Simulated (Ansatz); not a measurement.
# Ta2O5: a normal mode against strain

Aim: map the energy of Ta2O5 (I4/mmm, No. 139; 7 atoms in the cell) over two coordinates, and find its wells, ridges and stiffness.

Computed with Ansatz 0.2.0 (DFT PBEsol, scalar-relativistic, plane waves, PAW, unless a step's input says otherwise).

## 1. The structure to begin with

It takes space group I4/mmm (No. 139, tetragonal). Conventional cell: a = 5.241 Å, b = 5.241 Å, c = 9.577 Å, α = 90.00°, β = 90.00°, γ = 90.00°. Ta (site symmetry 4mm) has 5 O at 1.88 to 1.92 Å in its first shell of neighbours. Around O (site symmetry 4/mmm) lie 2 Ta at 1.88 Å. O (site symmetry 2/m) has 2 Ta at 1.92 Å in its first shell of neighbours.

As a file:

```cif
data_structure
_symmetry_space_group_name_H-M 'P 1'
_symmetry_Int_Tables_number 1
_cell_length_a 6.0550
_cell_length_b 6.0550
_cell_length_c 6.0550
_cell_angle_alpha 128.711
_cell_angle_beta 128.711
_cell_angle_gamma 75.476
_cell_volume 131.53
loop_
_atom_site_label
_atom_site_type_symbol
_atom_site_fract_x
_atom_site_fract_y
_atom_site_fract_z
_atom_site_occupancy
Ta1 Ta 0.19675 0.19675 0.00000 1
Ta2 Ta 0.80325 0.80325 0.00000 1
O1 O 0.00000 0.00000 0.00000 1
O2 O 0.50000 0.00000 0.00000 1
O3 O 0.00000 0.50000 0.00000 1
O4 O 0.00000 0.00000 0.50000 1
O5 O 0.50000 0.50000 0.50000 1
```

It goes back to an entry of the Materials Project, which need not be the stable form.

This cell was relaxed beforehand with the same method: volume 18.79 Å³/atom, gap on the mesh 1.65 eV.

## 2. Setting up the map

The energy is mapped over a normal mode and a strain (zone-centre modes of the cell shown) (x along [1 0 0], y along [0 1 0], z along [0 0 1] of the conventional cell).

- amplitude of mode 1 (178i cm⁻¹), largest displacement in the unstrained cell: 7 values from −0.51 to 0.51 Å
- equal normal strain along x and y: 7 values from −4.00 to 4.00 %

Nothing else is relaxed (the pattern is fixed in fractional coordinates). Energies count from the relaxed high-symmetry cell. Points are written as (first, second).

The modes come from a phonon run on the reference cell, made beforehand.

The patterns, per unit of each coordinate (Å):

| atom | x1 | y1 | z1 |
| --- | --- | --- | --- |
| Ta1 | 0.000 | 0.000 | 0.000 |
| Ta2 | 0.000 | 0.000 | 0.000 |
| O3 | 0.000 | 0.000 | 0.000 |
| O4 | 0.259 | -0.259 | 0.930 |
| O5 | -0.259 | 0.259 | 0.930 |
| O6 | -0.259 | -0.259 | -0.930 |
| O7 | 0.259 | 0.259 | -0.930 |

## 3. The run at (−0.34 Å, −1.33 %)

input.yaml

```yaml
crystal:
  lattice:
    - [-2.5856631789, 2.5856631789, 4.7884217886]
    - [2.5856631789, -2.5856631789, 4.7884217886]
    - [2.5856631789, 2.5856631789, -4.7884217886]
  atoms:
    - { symbol: Ta, position: [0.1967529825, 0.1967529825, 0.0] }
    - { symbol: Ta, position: [0.8032470175, 0.8032470175, 0.0] }
    - { symbol: O, position: [0.0, 0.0, 0.0] }
    - { symbol: O, position: [0.4837703469, -0.0499592674, 0.0] }
    - { symbol: O, position: [-0.0499592674, 0.4837703469, 0.0] }
    - { symbol: O, position: [0.0499592674, 0.0499592674, 0.5337296143] }
    - { symbol: O, position: [0.5162296531, 0.5162296531, 0.4662703857] }
basis:
  ecutwfc: 520.0
kpoints:
  mp_grid: { grid: [8, 8, 8] }
hamiltonian:
  xc: pbesol
  pseudopotentials: { kind: paw, azcp: { folder: soft_1 } }
scf:
  occupations: { method: gaussian, width: 0.05 }
output:
  forces: true
  stress: true
  eigenvalues: true
```

Started as:

```bash
ansatz run input.yaml --threads 2 --pin off --max-ram 4096MiB --backend cpu --events-out ev --progress --plain --runs-dir out
```

Further runs follow: the other points that were computed.

What does the calculation give? Wanted: lowest point; highest computed point; largest force on an atom.

**Answer**, as computed:

| quantity | value |
| --- | --- |
| lowest point | (−0.51 Å, −4.00 %), −0.45 eV |
| highest computed point | (−0.51 Å, 4.00 %), 1.80 eV above the lowest |
| largest force on an atom (eV/Å) | 0.00 at (0.00 Å, 0.00 %) to 3.50 at (−0.51 Å, 4.00 %); 0.88 at the lowest point |
| time for all points | 13 min on 2 threads, shared host |

The lowest computed point is at (−0.51 Å, −4.00 %), −0.45 eV from the relaxed high-symmetry cell. It lies at the edge of the scanned range, so the true minimum may lie outside. The highest computed point, (−0.51 Å, 4.00 %), lies 1.80 eV above the lowest. Freezing in the unstable mode gains 1.18 eV at the lowest strain of the grid and 0.00 eV at the highest. With the other coordinates free, the energies away from the reference would be the same or lower. The reference is no minimum along the unstable mode, and wells on the map were not tested along the other modes. These runs have no spin-orbit coupling; with Ta it would split and shift bands.
